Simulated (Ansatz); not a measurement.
# KSb5: the cost of one run

Method: DFT PBE, scalar-relativistic, plane waves, PAW, in Ansatz 0.2.0.

## (1) The system as given

The structure is hexagonal, space group P6/mmm (No. 191). Conventional cell: a = 5.183 Å, b = 5.183 Å, c = 8.461 Å, α = 90.00°, β = 90.00°, γ = 120.00°. K (site symmetry 6/mmm) has 8 Sb at 2.59 to 2.60 Å as nearest neighbours. Around Sb (site symmetry mmm) lie 2 K at 2.59 Å and 4 Sb at 2.59 Å. Sb (site symmetry 6mm) has 1 K at 2.60 Å as nearest neighbours.

Coordinates:

```
CELL_PARAMETERS angstrom
5.18310 0.00000 0.00000
-2.59155 4.48870 0.00000
0.00000 0.00000 8.46080
ATOMIC_POSITIONS crystal
K 0.00000 0.00000 0.00000
Sb 0.50000 0.00000 0.00000
Sb 0.00000 0.50000 0.00000
Sb 0.50000 0.50000 0.00000
Sb 0.00000 0.00000 0.69259
Sb 0.00000 0.00000 0.30741
```

The cell is invented: random cell by space group and Wyckoff sites (P6/mmm, No. 191). Its size is a rough estimate.

## (2) Probe: one point on a coarse mesh

File input.yaml:

```yaml
crystal:
  lattice:
    - [5.18310442, 0.0, 0.0]
    - [-2.59155221, 4.4887001, 0.0]
    - [0.0, 0.0, 8.46080269]
  atoms:
    - { symbol: K, position: [0.0, 0.0, 0.0] }
    - { symbol: Sb, position: [0.5, 0.0, 0.0] }
    - { symbol: Sb, position: [0.0, 0.5, 0.0] }
    - { symbol: Sb, position: [0.5, 0.5, 0.0] }
    - { symbol: Sb, position: [0.0, 0.0, 0.69258863] }
    - { symbol: Sb, position: [0.0, 0.0, 0.30741137] }
basis:
  ecutwfc: 420
kpoints:
  mp_grid: { grid: [6, 6, 2] }
hamiltonian:
  xc: pbe
scf:
  occupations: { method: gaussian, width: 0.1 }
  lower_state_search: "off"
output:
  forces: true
  stress: true
  eigenvalues: true
```

The run is started by

```sh
ansatz run input.yaml --threads 1 --pin off --max-ram 2048MiB --backend cpu --events-out ev --progress --plain --runs-dir out
```

What time and memory should one allow on 1 thread of Arm Neoverse V2, shared host?

About 10 s, with a peak of 0.45 GiB.
